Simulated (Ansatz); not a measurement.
# AlGeH₂ (doublet): RPA-PBE over vertical spin and charge gaps, cc-pVDZ

Aim: run AlGeH₂ (doublet) with these functionals over vertical spin and charge gaps, and hold them against the top wave-function level at the same points.

Program: Ansatz 0.2.0, Gaussian basis. Level of theory: cc-pVDZ, all electrons in the functionals, frozen cores in the correlation of double hybrids and RPA. These are calculated values, not measurements.

The runs, in order: RPA-PBE, at charge 0, doublet; charge 0, quartet; charge 1, singlet; charge 1, triplet.

11 further runs of the same task are left out: 9 for a known fault of the program, 2 set aside as unsound or not needed.

## Step 1: The system

The geometry is a PBE0/def2-TZVP stationary point (not a proven minimum). No spin-orbit coupling is included. The filled d shell of Ge may be among the frozen orbitals whatever the setting's name suggests; the logs give the count.

4 atoms, charge 0, spin multiplicity 2.

Atoms are counted from 1 here; the program's logs count them from 0.

Bond lengths: Ge1–Al2 2.514 Å, Al2–H3 1.597 Å, Al2–H4 1.597 Å. Angles: Ge1–Al2–H3 120.6°, Ge1–Al2–H4 120.6°, H3–Al2–H4 118.8°.

No dispersion term is added.

The geometry shown and the zero of energy belong to the point charge 0, doublet. The yardstick, RCCSDTQ, and other wave-function levels (R restricted, U unrestricted, valence and pair active spaces) come from earlier runs.

## Step 2: RPA-PBE, charge 0, doublet

The input, in.yaml:

```yaml
crystal:
  periodic: [false, false, false]
  atoms:
    - {symbol: Ge, position_ang: [0.000000, 0.000000, 0.733436]}
    - {symbol: Al, position_ang: [0.000000, 0.000000, -1.780769]}
    - {symbol: H, position_ang: [0.000000, -1.374627, -2.593847]}
    - {symbol: H, position_ang: [0.000000, 1.374627, -2.593847]}
basis:
  gaussian: {orbitals: cc-pVDZ}
magnetization: {spin_polarized: true, initial_magnetization: 1}
hamiltonian: {xc: {name: PBE}}
correlation: {method: rpa, electrons: outside_noble_gas}
```

Launch:

```sh
ansatz run in.yaml --threads 1 --pin off --events-out ev --progress --plain --max-ram 2816MiB --backend cpu
```

Standard output:

```text
Functional definition: PBE
  name "PBE"
  cite "Perdew, Burke & Ernzerhof, Phys. Rev. Lett. 77, 3865 (1996) doi:10.1103/PhysRevLett.77.3865"
  parent pbe
  parameter kappa = 0.804
  parameter beta = 0.06672455060314922
  exchange = pbe_x(kappa = kappa, mu = beta*pi^2/3)
  correlation = pbe_c(beta = beta)
595 factors; integrals over basis functions are off by at most 1.0e-3 eV
mean field evaluation 1: about -63131.0733 eV, gradient 1.1e1 eV
mean field evaluation 2: about -63131.0691 eV, gradient 1.1e1 eV
mean field evaluation 4: about -63132.1821 eV, gradient 2.7e0 eV
mean field evaluation 8: about -63132.2774 eV, gradient 9.2e-2 eV
mean field evaluation 16: about -63132.2775 eV, gradient 9.4e-6 eV
mean field evaluation 32: about -63131.0594 eV, gradient 4.2e0 eV
mean field evaluation 64: about -63131.8403 eV, gradient 3.3e-1 eV
mean field evaluation 96: about -63131.3784 eV, gradient 7.4e-1 eV
mean field evaluation 128: about -63131.0555 eV, gradient 4.1e0 eV
mean field evaluation 160: about -63131.2771 eV, gradient 1.8e-1 eV
mean field -63132.27753189 eV, -2320.0684067024 hartree, gradient 7.9e-6 eV, S^2 0.752256; 18 other end points of the search recorded, 0 dependent functions left out
19 core orbitals not correlated: weight in the atoms' cores, before any rotation towards them, 0.999 or more for the frozen orbitals, at most 0.000 for the correlated occupied ones
reference -63085.10586546 eV, -2318.3348799349 hartree; 5, 4 occupied and 31, 32 virtual orbitals, 595 factors
Total energy: -63092.58857024 eV, -2318.6098642639 hartree
```

Wall time 15 s (1 thread of AMD EPYC 7R13, shared host); peak memory 0.35 GiB.

From the report: ⟨S²⟩ of the determinant 0.752 (pure doublet: 0.75).

## Step 3: RPA-PBE, charge 0, quartet

Edit in.yaml of step 2 so:

```diff
@@ -9,3 +9,3 @@
   gaussian: {orbitals: cc-pVDZ}
-magnetization: {spin_polarized: true, initial_magnetization: 1}
+magnetization: {spin_polarized: true, initial_magnetization: 3}
 hamiltonian: {xc: {name: PBE}}
```

Same command.

Standard output (excerpt; [...] marks lines left out):

```text
Functional definition: PBE
  name "PBE"
  cite "Perdew, Burke & Ernzerhof, Phys. Rev. Lett. 77, 3865 (1996) doi:10.1103/PhysRevLett.77.3865"
  parent pbe
[...]
595 factors; integrals over basis functions are off by at most 1.0e-3 eV
[...]
mean field -63131.79947905 eV, -2320.0508385844 hartree, gradient 9.1e-6 eV, S^2 3.751012; 0 other end points of the search recorded, 0 dependent functions left out
19 core orbitals not correlated: weight in the atoms' cores, before any rotation towards them, 0.999 or more for the frozen orbitals, at most 0.000 for the correlated occupied ones
reference -63085.11166906 eV, -2318.3350932134 hartree; 6, 3 occupied and 30, 33 virtual orbitals, 595 factors
Total energy: -63092.05739401 eV, -2318.5903438975 hartree
```

Wall time 1.6 s (1 thread of AMD EPYC 7R13, shared host); peak memory 0.35 GiB.

From the report: ⟨S²⟩ of the determinant 3.751 (pure quartet: 3.75).

From charge 0, doublet: +0.531 eV.

## Step 4: RPA-PBE, charge 1, singlet

Edit in.yaml of step 3 so:

```diff
@@ -9,3 +9,4 @@
   gaussian: {orbitals: cc-pVDZ}
-magnetization: {spin_polarized: true, initial_magnetization: 3}
+total_charge: 1
+magnetization: {spin_polarized: true, initial_magnetization: 0}
 hamiltonian: {xc: {name: PBE}}
```

The command is unchanged.

Standard output (excerpt; [...] marks lines left out):

```text
Functional definition: PBE
  name "PBE"
  cite "Perdew, Burke & Ernzerhof, Phys. Rev. Lett. 77, 3865 (1996) doi:10.1103/PhysRevLett.77.3865"
  parent pbe
[...]
595 factors; integrals over basis functions are off by at most 1.0e-3 eV
[...]
mean field -63124.47884333 eV, -2319.7818101840 hartree, gradient 8.7e-7 eV, S^2 0.407561; 16 other end points of the search recorded, 0 dependent functions left out
19 core orbitals not correlated: weight in the atoms' cores, before any rotation towards them, 0.999 or more for the frozen orbitals, at most 0.000 for the correlated occupied ones
reference -63077.81539104 eV, -2318.0669599417 hartree; 4, 4 occupied and 32, 32 virtual orbitals, 595 factors
Total energy: -63084.76261246 eV, -2318.3222656199 hartree
```

Run time: 12 s. Hardware: 1 thread of AMD EPYC 7R13, shared host; peak memory 0.35 GiB.

From the report: ⟨S²⟩ of the determinant 0.408 (pure singlet: 0.00).

From charge 0, doublet: +7.826 eV.

## Step 5: RPA-PBE, charge 1, triplet

Edit in.yaml of step 4 so:

```diff
@@ -10,3 +10,3 @@
 total_charge: 1
-magnetization: {spin_polarized: true, initial_magnetization: 0}
+magnetization: {spin_polarized: true, initial_magnetization: 2}
 hamiltonian: {xc: {name: PBE}}
```

Same command.

Standard output (excerpt; [...] marks lines left out):

```text
Functional definition: PBE
  name "PBE"
  cite "Perdew, Burke & Ernzerhof, Phys. Rev. Lett. 77, 3865 (1996) doi:10.1103/PhysRevLett.77.3865"
  parent pbe
[...]
595 factors; integrals over basis functions are off by at most 1.0e-3 eV
[...]
mean field -63124.21943320 eV, -2319.7722770376 hartree, gradient 3.0e-7 eV, S^2 2.003204; 13 other end points of the search recorded, 0 dependent functions left out
19 core orbitals not correlated: weight in the atoms' cores, before any rotation towards them, 0.999 or more for the frozen orbitals, at most 0.000 for the correlated occupied ones
reference -63077.77809714 eV, -2318.0655894162 hartree; 5, 3 occupied and 31, 33 virtual orbitals, 595 factors
Total energy: -63084.47014041 eV, -2318.3115174705 hartree
```

Run time: 9 s. Hardware: 1 thread of AMD EPYC 7R13, shared host; peak memory 0.35 GiB.

From the report: ⟨S²⟩ of the determinant 2.003 (pure triplet: 2.00).

From charge 0, doublet: +8.118 eV.

## Step 6: Against the wave-function levels

The yardstick is RCCSDTQ, where the cluster series has nearly closed. It comes from earlier runs at the same points. Energies in eV, counted from charge 0, doublet; blanks weren't run or aren't comparable.

| level | doublet to quartet | ionisation to the singlet cation | ionisation to the triplet cation |
| --- | --- | --- | --- |
| RCCSDTQ | 0.353 | 7.632 | 7.902 |
| RPA-PBE | 0.531 | 7.826 | 8.118 |

Largest miss and mean time a point (RCCSDTQ took 17 s a point; shared hosts):

```
  level  largest miss (eV)                             where  time a point
RPA-PBE             +0.216  ionisation to the triplet cation         9.2 s
```

## Step 7: Results

| quantity | value |
| --- | --- |
| doublet to quartet, RCCSDTQ | 0.353 eV |
| ionisation to the singlet cation, RCCSDTQ | 7.632 eV |
| ionisation to the triplet cation, RCCSDTQ | 7.902 eV |
| largest miss, RPA-PBE | +0.216 eV (ionisation to the triplet cation) |

What this shows: RPA-PBE strays by up to 0.216 eV, at ionisation to the triplet cation. RPA-PBE clearly breaks the spin symmetry at some points (⟨S²⟩ up to 0.41 above the pure value), so energy there is bought with a mixed spin. Functionals and the yardstick converge differently with the basis, so part of each miss in cc-pVDZ is the basis.
